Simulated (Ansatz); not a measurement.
Run this with Ansatz 0.2.0 through its Python package and show what comes out.

The script, `disp.py`:
```python
"""Size of D3 and D4 in C2H8OSi2."""

from dataclasses import dataclass

import ansatz as az
from ase import Atoms


@dataclass(frozen=True)
class RunConfig:
    basis_set: str = "def2-SVP"


settings = RunConfig()

atoms = Atoms(["C", "C", "Si", "Si", "O", "H", "H", "H", "H", "H", "H", "H", "H"], positions=[
    (-0.9525, 0.9367, 0.2772),
    (-0.591, -0.2581, 1.0841),
    (1.0588, -0.8954, 0.4241),
    (0.578, -0.0152, -1.6438),
    (-0.9237, 0.7066, -1.1635),
    (-0.3766, 1.8701, 0.5007),
    (-2.0098, 1.2536, 0.5042),
    (-0.4932, -0.0028, 2.1454),
    (-1.3214, -1.0367, 0.9866),
    (2.2187, -0.1688, 1.1126),
    (1.1755, -2.38, 0.5487),
    (0.2354, -1.0687, -2.6327),
    (1.4221, 1.0239, -2.129),
])
geometry = az.Crystal.molecule_from_ase(atoms)

model = geometry.calculation().basis(gaussian=settings.basis_set)
for name in ["r2scan", "pbe"]:
    for correction in ("d3bj", "d4"):
        report = model.functional(name, dispersion=correction).run(threads=1, backend="cpu").report
        print(f"{name:8s} {correction:5s} total {report['free_energy_ev']:.5f} eV, of which dispersion {1000 * report['dispersion']['energy']['ev']:.2f} meV")
```

`python disp.py` gives:
```text
DeckWarning: the engine holds no damping parameters fitted to this dispersion correction and functional, so the run takes those fitted to r2scan beside the three-body term, which d3bj leaves out (hamiltonian.dispersion, under Limitations)
r2scan   d3bj  total -19995.10501 eV, of which dispersion -92.78 meV
r2scan   d4    total -19995.09182 eV, of which dispersion -79.59 meV
pbe      d3bj  total -19985.62501 eV, of which dispersion -328.12 meV
pbe      d4    total -19985.62581 eV, of which dispersion -328.92 meV
```
(Warnings from the package without file and line.)

Caveats:
- Total energies depend on the basis set; only differences at equal settings carry meaning.
- The geometry is a force-field or estimated start, not a minimum of this method, and the basis set is short of its limit. D4 holds the three-body term, and d3bj doesn't.
- A dispersion term here runs with damping parameters fitted for another variant or functional.
- Run time: 24 s on 1 thread of Arm Neoverse V1, with other jobs on the host, peak memory 0.25 GiB.
